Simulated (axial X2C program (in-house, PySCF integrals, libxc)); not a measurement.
**A two-component session on ZrF: properties at the nuclei**

Wanted for ZrF: properties at the nuclei, at the two-component level.

Computed with an in-house X2C program for linear molecules on PySCF integrals. Level: two-component X2C with atomic mean-field terms, Zr dyall-acv3z, F dyall-av3z.

All values are calculated.

### 1 Set-up

task.json

```json
{"zs": [40, 9], "q": 0, "bas": ["dyall-acv3z", "dyall-av3z"], "r0": 2.18, "levels": ["PBE0", "HF", "B3LYP"], "nst": 1, "ff": 1, "thr": -3.5, "nmax": 130, "opt": {"ecut": 60}}
```

Keys: zs atomic numbers; q charge; bas basis sets; r0 starting distance in Å; levels methods (HF also brings MP2); nst determinants followed; ff finite-field run; thr threshold in hartree for freezing inner shells (an s shell follows its p shell); nmax most natural virtual spinors; ecut virtual cutoff in hartree.

Started as:

```sh
$ python soeom.py task.json out
```

Nuclei are Gaussian, cores are contracted, and the Gaunt term is on.

### 2 Expectation values, lowest determinant

R = 1.880 Å. State: Ω = 3/2 (excess of +ω over −ω: ω = 1/2, ω = -3/2, ω = 5/2).

Output of the PBE0 run:

```text
two-component X2C + atomic mean field  PBE0
basis functions 224  fitting functions 1034  grid points 5079
iter        total energy     max residual
   1      -3696.578207950     1.30e-05
   2      -3696.578207957     8.05e-06
   3      -3696.578207959     6.60e-06
   4      -3696.578207961     4.87e-06
converged
one-electron -5306.95050624  Coulomb 1635.87383390  exact exchange -30.78288469  xc functional -94.44600802  nuclear repulsion 101.33180635  atomic mean-field constant -1.60444926
```

The highest occupied spinor is 99% Zr d.

```
level  Eeff magnitude (GV/cm)  Ws magnitude Zr (kHz)  A∥/gI Zr (MHz)  qzz Zr (a.u.)  A∥/gI F (MHz)  qzz F (a.u.)  μ (D)
 PBE0                    2.13                  0.635             983           0.55           4.58          0.14  -3.08
   HF                    2.93                  0.871             775          -0.19          -1.85          0.03  -3.03
B3LYP                    2.28                  0.679            1030           0.57           6.58          0.11  -3.01
```

Eeff is the effective electric field on the electron dipole moment in this Ω state and Ws the scalar–pseudoscalar constant (defined with the proton number Z and per Ω); A∥ is the parallel hyperfine constant, which follows by multiplying with the nuclear g factor gI = μI/(I μN); qzz is the electric field gradient, eQq0 = 234.96 MHz × Q/barn × qzz; μ is positive if F is the positive end. The operators were transformed with the bare-nucleus X2C matrices.

### 3 Finite-field coupled cluster

Output:

```text
two-component X2C + atomic mean field  HF
basis functions 224  fitting functions 1034  grid points 5079
iter        total energy     max residual
   1      -3694.480854027     2.94e-01
   2      -3694.507303013     7.54e-03
   3      -3694.508606797     5.17e-03
   4      -3694.509178053     1.73e-03
   5      -3694.509340256     1.24e-03
   6      -3694.509440012     9.13e-04
   7      -3694.509503317     5.11e-04
   8      -3694.509531349     2.08e-04
   9      -3694.509536561     3.03e-05
  10      -3694.509536682     6.33e-06
  11      -3694.509536686     3.11e-06
  12      -3694.509536687     2.29e-06
  13      -3694.509536688     1.72e-06
converged
one-electron -5306.03261877  Coulomb 1635.03003821  exact exchange -123.23431321  xc functional 0.00000000  nuclear repulsion 101.33180635  atomic mean-field constant -1.60444926
correlated 19  virtual 373  natural virtual 130  E(MP2) -0.590285766  MP2 remainder -0.021322291
iter   CCSD correlation   residual
   1     -0.562626632   1.37e-01
   2     -0.573200385   7.03e-02
   3     -0.577135193   2.52e-02
   4     -0.577267127   1.26e-02
   5     -0.577180411   6.95e-03
   6     -0.577234663   3.32e-03
   7     -0.577238695   1.46e-03
   8     -0.577235285   4.95e-04
   9     -0.577240316   2.02e-04
  10     -0.577235495   1.00e-04
  11     -0.577235465   5.48e-05
  12     -0.577234964   2.95e-05
  13     -0.577234801   1.32e-05
  14     -0.577234901   6.85e-06
  15     -0.577234829   4.33e-06
  16     -0.577234819   2.79e-06
(T) -0.019814625  T1 0.0245  D1 0.0670  max T2 0.066
```

T1 in the output is the amplitude norm over the root of the electron number; divide by √2 for the Lee–Taylor value.

19 electrons correlated in 130 natural virtual spinors, MP2 remainder added; T1 = 0.017.

```
  level  Eeff magnitude (GV/cm)  Ws magnitude Zr (kHz)  A∥/gI Zr (MHz)  qzz Zr (a.u.)  A∥/gI F (MHz)  μ (D)
     HF                    2.93                  0.871             775          -0.19          -1.84  -3.03
    MP2                    2.47                  0.728             977           0.50            4.5  -3.38
   CCSD                    2.55                  0.756             943           0.26           3.57  -3.24
CCSD(T)                    2.48                  0.735             952           0.32            4.2  -3.17
```

### 4 Summary of results

```
                       quantity                                                       value
             lowest determinant  Ω = 3/2 (excess of +ω over −ω: ω = 1/2, ω = -3/2, ω = 5/2)
   Eeff magnitude (GV/cm), PBE0                                                        2.13
    Ws magnitude Zr (kHz), PBE0                                                       0.635
           A∥/gI Zr (MHz), PBE0                                                         983
            qzz Zr (a.u.), PBE0                                                        0.55
Eeff magnitude (GV/cm), CCSD(T)                                                        2.48
 Ws magnitude Zr (kHz), CCSD(T)                                                       0.735
        A∥/gI Zr (MHz), CCSD(T)                                                         952
         qzz Zr (a.u.), CCSD(T)                                                        0.32
```

In words: In the first state, the effective field runs from 2.13 to 2.93 GV/cm over the mean-field levels. The expectation values come from single determinants, which for open shells can mix terms of unlike spin or miss the lowest Ω, so a determinant need not be a state. Eeff is the effective electric field on the electron dipole moment in this Ω state and Ws the scalar–pseudoscalar constant (defined with the proton number Z and per Ω); A∥ is the parallel hyperfine constant, which follows by multiplying with the nuclear g factor gI = μI/(I μN); qzz is the electric field gradient, eQq0 = 234.96 MHz × Q/barn × qzz; μ is positive if F is the positive end. The operators were transformed with the bare-nucleus X2C matrices. Correlation of the inner shells is missing, which matters for properties at the nucleus.
